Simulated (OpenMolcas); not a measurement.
# triplet C2H5ClSi at 6 levels

Wanted: a comparison of 6 runs (UHF/3-21G, UB3LYP/6-31G*, U-revPBE/def2-SVP, UB3LYP/def2-SVP, USVWN5/def2-SVP, ROMP2/def2-SVP) of triplet C2H5ClSi. 

Program for the calculation: OpenMolcas 26.06.

## Step 1: The structure to begin with

The species is C2H5ClSi (9 atoms), meant as a triplet with charge 0. SMILES of the parent species: `ClC1C[SiH2]1`. The coordinates come from a PBE0-D4/def2-TZVP relaxation. That shape belongs to the parent species and isn't relaxed for this state.

Bond lengths: Cl1–C2 1.761 Å, C2–C3 1.532 Å, C2–Si4 1.855 Å, C3–Si4 1.853 Å, C2–H5 1.084 Å, C3–H6 1.086 Å, C3–H7 1.085 Å, Si4–H8 1.475 Å, Si4–H9 1.478 Å. Some angles: Cl1–C2–C3 117.2°, Cl1–C2–Si4 122.4°, C3–C2–Si4 65.5°, C2–C3–Si4 65.7°, C2–Si4–C3 48.8°, Cl1–C2–H5 110.3°, C3–C2–H5 115.4°, Si4–C2–H5 119.3°, C2–C3–H6 115.0°, C2–C3–H7 116.2°.

## Step 2: The energy at UHF/3-21G (run 1)

The input, run.input:

```
&GATEWAY
  BasLib = $CurrDir
  Coord
  9
  angstrom
  Cl      -0.610200      -0.416600      -2.254300
  C       -0.442600       0.373500      -0.689900
  C        0.930400       0.305100      -0.014300
  Si      -0.417500      -0.575100       0.903900
  H       -0.899600       1.356600      -0.714500
  H        1.659300      -0.322300      -0.518200
  H        1.345700       1.248900       0.324100
  H       -0.452800      -2.048100       0.838700
  H       -1.023900       0.031800       2.107300
  Basis = 3-21G
  Group = NoSym

&SEWARD

&SCF
  UHF
  Spin = 3
  Thresholds = 1e-10 1e-07 1e-07 1e-05
  PrOrbitals = 1 2
```

The basis set 3-21G is read from a file made from the Basis Set Exchange's data (not shown).

The run is started by

```console
$ export MOLCAS_MEM=1860
$ pymolcas run.input > run.log
```

The program printed:

```text
--- Start Module: gateway ---
[...]
--- Stop Module: gateway /rc=_RC_ALL_IS_WELL_ ---
--- Start Module: seward ---
[...]
      Basis functions           54
--- Stop Module: seward /rc=_RC_ALL_IS_WELL_ ---
--- Start Module: scf ---
[...]
       Convergence after  29 Iterations
[...]
::    Total SCF energy                               -822.6473861028
[...]
      Total spin, S                                     1.0100323989
[...]
      Total electronic charge=   48.000000
      Total            charge=   -0.000000
[...]
      Dipole Moment (debye):
      Origin of the operator (angstrom)=   -0.2884   -0.2418   -0.6516
                   X=  1.2294E+00               Y=  2.0955E+00               Z=  3.9192E-03           Total=  2.4295E+00
      Quadrupole Moment (debye*angstrom):
[...]
--- Stop Module: scf /rc=_RC_ALL_IS_WELL_ ---
[...]
```

Run time: 2.7 s. Hardware: 1 thread of Intel Xeon 6975P-C (Granite Rapids), shared host; peak memory 0.39 GiB.

## Step 3: The energy at UB3LYP/6-31G(d) (spherical functions) (run 2)

The input, struct.xyz:

```xyz
9

Cl    -0.610200    -0.416600    -2.254300
C     -0.442600     0.373500    -0.689900
C      0.930400     0.305100    -0.014300
Si    -0.417500    -0.575100     0.903900
H     -0.899600     1.356600    -0.714500
H      1.659300    -0.322300    -0.518200
H      1.345700     1.248900     0.324100
H     -0.452800    -2.048100     0.838700
H     -1.023900     0.031800     2.107300
```

The input, job.inp:

```
* C2H5ClSi Kohn-Sham DFT

&GATEWAY
  BasLib
  $CurrDir
  Coord
  struct.xyz
  Basis
  6-31Gs
  Group
  NoSym

&SEWARD
  GridInput
  Grid=UltraFine
  End of Grid

&SCF
  UHF
  Spin
  3
  KSDFT
  B3LYP
  Thresholds
  1e-10 1e-07 1e-07 1e-05
  PrOrbitals
  1 1
```

The basis set 6-31G* is read from a file made from the Basis Set Exchange's data (not shown).

The run is started by

```console
$ export MOLCAS_MEM=1860
$ pymolcas job.inp > job.log
```

The program printed:

```text
--- Start Module: gateway ---
[...]
--- Stop Module: gateway /rc=_RC_ALL_IS_WELL_ ---
--- Start Module: seward ---
[...]
      Basis functions           74
--- Stop Module: seward /rc=_RC_ALL_IS_WELL_ ---
[...]
--- Start Module: scf ---
[...]
       Convergence after  26 Iterations
[...]
::    Total KS-DFT energy                            -828.6761208728
[...]
      Total spin, S                                     1.0017631941
[...]
      Total electronic charge=   48.000000
      Total            charge=   -0.000000
[...]
      Dipole Moment (debye):
      Origin of the operator (angstrom)=   -0.2884   -0.2418   -0.6516
                   X=  1.0965E+00               Y=  1.7405E+00               Z= -1.2895E-01           Total=  2.0611E+00
      Quadrupole Moment (debye*angstrom):
[...]
--- Stop Module: scf /rc=_RC_ALL_IS_WELL_ ---
[...]
```

Run time: 41 s. Hardware: 1 thread of Intel Xeon 6975P-C (Granite Rapids), shared host; peak memory 0.43 GiB.

Run 3 isn't shown in full; the table further down has it.

## Step 4: The energy at UB3LYP/def2-SVP (run 4)

The input, calc.input:

```
* C2H5ClSi Kohn-Sham DFT
>>> EXPORT MOLCAS_PRINT=2
&GATEWAY
BasLib=$CurrDir
Coord
9
angstrom
Cl      -0.610200      -0.416600      -2.254300
C       -0.442600       0.373500      -0.689900
C        0.930400       0.305100      -0.014300
Si      -0.417500      -0.575100       0.903900
H       -0.899600       1.356600      -0.714500
H        1.659300      -0.322300      -0.518200
H        1.345700       1.248900       0.324100
H       -0.452800      -2.048100       0.838700
H       -1.023900       0.031800       2.107300
Basis=def2-SVP
Group=NoSym
&SEWARD
GridInput
Grid=UltraFine
End of Grid
&SCF
UHF
Spin=3
KSDFT=B3LYP
Thresholds=1e-10 1e-07 1e-07 1e-05
PrOrbitals=1 2
```

The basis set def2-SVP is read from a file made from the Basis Set Exchange's data (not shown).

The run is started by

```console
$ export MOLCAS_MEM=1860
$ pymolcas calc.input > calc.log
```

The program printed:

```text
--- Start Module: gateway ---
[...]
--- Stop Module: gateway /rc=_RC_ALL_IS_WELL_ ---
--- Start Module: seward ---
[...]
      Basis functions           89
--- Stop Module: seward /rc=_RC_ALL_IS_WELL_ ---
[...]
--- Start Module: scf ---
[...]
       Convergence after  25 Iterations
[...]
::    Total KS-DFT energy                            -828.4177767431
[...]
      Total spin, S                                     1.0019664013
[...]
      Total electronic charge=   48.000000
      Total            charge=   -0.000000
[...]
      Dipole Moment (debye):
      Origin of the operator (angstrom)=   -0.2884   -0.2418   -0.6516
                   X=  9.6102E-01               Y=  1.5742E+00               Z= -7.1551E-01           Total=  1.9783E+00
      Quadrupole Moment (debye*angstrom):
[...]
--- Stop Module: scf /rc=_RC_ALL_IS_WELL_ ---
[...]
```

Wall time 52 s (1 thread of Intel Xeon 6975P-C (Granite Rapids), shared host); peak memory 0.49 GiB.

Run 5 isn't shown in full; the table further down has it.

## Step 5: A single-point energy at ROMP2/def2-SVP (run 6)

The input, input.xyz:

```xyz
9

Cl    -0.610200    -0.416600    -2.254300
C     -0.442600     0.373500    -0.689900
C      0.930400     0.305100    -0.014300
Si    -0.417500    -0.575100     0.903900
H     -0.899600     1.356600    -0.714500
H      1.659300    -0.322300    -0.518200
H      1.345700     1.248900     0.324100
H     -0.452800    -2.048100     0.838700
H     -1.023900     0.031800     2.107300
```

The input, calc.inp:

```
&GATEWAY
 BasLib=$CurrDir
 Coord=input.xyz
 Basis=def2-SVP
 Group=NoSym

&SEWARD

&SCF
 UHF
 Spin=3
 Thresholds=1e-10 1e-07 1e-07 1e-05
 PrOrbitals=1 2

&RASSCF
 FileOrb=$Project.UnaOrb
 Spin=3
 Nactel=2 0 0
 Inactive=23
 Ras2=2
 OutOrbitals=Canonical
 OrbListing=Nothing

&CASPT2
 IPEA=0.0
 Frozen=12
```

The basis set def2-SVP is read from a file made from the Basis Set Exchange's data (not shown).

The run is started by

```console
$ export MOLCAS_MEM=1860
$ pymolcas calc.inp > calc.log
```

The program printed:

```text
--- Start Module: gateway ---
[...]
--- Stop Module: gateway /rc=_RC_ALL_IS_WELL_ ---
[...]
      Basis functions           89
[...]
       Convergence after  33 Iterations
[...]
::    Total SCF energy                               -826.5383311486
[...]
      Total spin, S                                     1.0114629038
[...]
--- Start Module: rasscf ---
[...]
      Number of active orbitals                  2
[...]
      Spin quantum number                      1.0
[...]
      Active orbitals                            2
[...]
      Number of CSFs                             1
[...]
      Number of root(s) required                 1
[...]
      Convergence after 18 iterations
[...]
      printout of CI-coefficients larger than  0.05 for root  1
      energy=    -826.529741
      conf/sym  11     Coeff  Weight
             1  uu   1.00000 1.00000
      Natural orbitals and occupation numbers for root  1
      sym 1:   1.000000   1.000000
      ************************************************************************************************************************
      *                                                    Final results                                                     *
[...]
::    RASSCF root number  1 Total energy:   -826.52974148
[...]
      Total electronic charge=   48.000000
      Total            charge=   -0.000000
[...]
      Dipole Moment (debye):
      Origin of the operator (angstrom)=   -0.2884   -0.2418   -0.6516
                   X=  1.3345E+00               Y=  2.1352E+00               Z= -9.4514E-01           Total=  2.6895E+00
      Quadrupole Moment (debye*angstrom):
[...]
--- Stop Module: rasscf /rc=_RC_ALL_IS_WELL_ ---
[...]
      E2 (Variational):          -0.5198868283
      Total energy:            -827.0496283076
[...]
      Reference weight:           0.82403
[...]
::    CASPT2 Root  1     Total energy:   -827.04962831
[...]
```

Run time: 17 s. Hardware: 1 thread of Intel Xeon 6975P-C (Granite Rapids), shared host; peak memory 0.49 GiB.

## Step 6: The series

```csv
run,level,integration grid,frozen core orbitals,energy (Eh),dipole moment (D),HOMO energy (eV),⟨S²⟩,wall time
1,UHF/3-21G,–,–,-822.647386,2.43,-4.29,2.030,2.7 s
2,UB3LYP/6-31G* (spherical functions),UltraFine,–,-828.676121,2.06,-2.10,2.005,41 s
3,U-revPBE/def2-SVP,UltraFine,–,-828.227787,1.80,-1.39,2.005,50 s
4,UB3LYP/def2-SVP,UltraFine,–,-828.417777,1.98,-1.94,2.006,52 s
5,USVWN5/def2-SVP,UltraFine,–,-825.005141,1.65,-1.35,2.002,28 s
6,ROMP2/def2-SVP,–,12,-827.049628,–,–,–,17 s
```

## Step 7: Results

| quantity | value |
| --- | --- |
| run 6: total energy | -827.04963 Eh |

What this shows: Over runs 1, 2, 3, 4, 5 the dipole moment (its size) runs from 1.65 D (USVWN5/def2-SVP) to 2.43 D (UHF/3-21G). The two ends differ in method and basis. Totals of different functionals can't be ranked against each other. All runs together took 3.2 min, the longest 52 s.
